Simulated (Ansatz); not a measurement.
# Zr2BN3: the cost of one run

Program: Ansatz 0.2.0. Level of theory: DFT PBE, scalar-relativistic, plane waves, PAW. These are calculated values, not measurements.

## 1. Starting point

Symmetry: P-3m1, No. 164, trigonal system. The conventional cell has a = 3.052 Å, b = 3.052 Å, c = 7.551 Å, α = 90.00°, β = 90.00°, γ = 120.00°. Around Zr (site symmetry 3m) lie 6 N at 2.21 to 2.30 Å. Around B (site symmetry -3m) lie 6 N at 2.00 Å. Around N (site symmetry 3m) lie 3 B at 2.00 Å and 3 Zr at 2.30 Å. Around N (site symmetry -3m) lie 6 Zr at 2.21 Å.

Structure file:

```xyz
6
Lattice="3.0521 0.0000 0.0000 -1.5260 2.6432 0.0000 0.0000 0.0000 7.5506" Properties=species:S:1:pos:R:3 pbc="T T T"
Zr    0.0000    1.7621    5.1117
Zr    1.5260    0.8811    2.4389
B     0.0000    0.0000    0.0000
N     0.0000    1.7621    0.9561
N     1.5260    0.8811    6.5945
N     0.0000    0.0000    3.7753
```

The cell was relaxed beforehand at this level, from an invented guess; it needn't be the stable form of this composition. At a tolerance of 0.05 Å it has space group P-3m1 (No. 164); it has 10.15 Å³/atom, an uncorrected energy of -0.47 eV/atom over the elements.

## 2. Static run: bands, density of states and charges

Input file input.yaml:

```yaml
crystal:
  lattice:
    - [3.0520519941, 0.0, 0.0]
    - [-1.5260259971, 2.6431545605, 0.0]
    - [0.0, 0.0, 7.550590274]
  atoms:
    - { symbol: Zr, position: [0.3333333333, 0.6666666667, 0.6769882853] }
    - { symbol: Zr, position: [0.6666666667, 0.3333333333, 0.3230117147] }
    - { symbol: B, position: [0.0, 0.0, 0.0] }
    - { symbol: "N", position: [0.3333333333, 0.6666666667, 0.1266300407] }
    - { symbol: "N", position: [0.6666666667, 0.3333333333, 0.8733699593] }
    - { symbol: "N", position: [0.0, 0.0, 0.5] }
basis:
  ecutwfc: 420
kpoints:
  mp_grid: { grid: [12, 12, 6] }
  band_path:
    path:
      - [[0.0, 0.0, 0.0], [0.5, 0.0, 0.0], [0.33333333, 0.33333333, 0.0], [0.0, 0.0, 0.0], [0.0, 0.0, 0.5], [0.5, 0.0, 0.5], [0.33333333, 0.33333333, 0.5], [0.0, 0.0, 0.5]]
      - [[0.5, 0.0, 0.5], [0.5, 0.0, 0.0]]
      - [[0.33333333, 0.33333333, 0.5], [0.33333333, 0.33333333, 0.0]]
    npoints: 14
hamiltonian:
  xc: pbe
scf:
  occupations: { method: gaussian, width: 0.1 }
  n_extra_bands: 15
output:
  forces: true
  stress: true
  eigenvalues: true
  populations: true
  dos: { projected: true, de: 0.02, nscf_kmesh: { grid: [15, 15, 8] } }
  bader: true
  write_density: true
  write_potential: true
  elf: true
  volumetric_format: npy
```

Launch:

```sh
ansatz run input.yaml --threads 1 --pin off --max-ram 2560MiB --backend cpu --events-out ev --progress --plain --runs-dir out
```

What time and memory should one allow on 1 thread of Intel Xeon 6975P-C (Granite Rapids), shared host?

About 52 s, with a peak of 0.56 GiB.
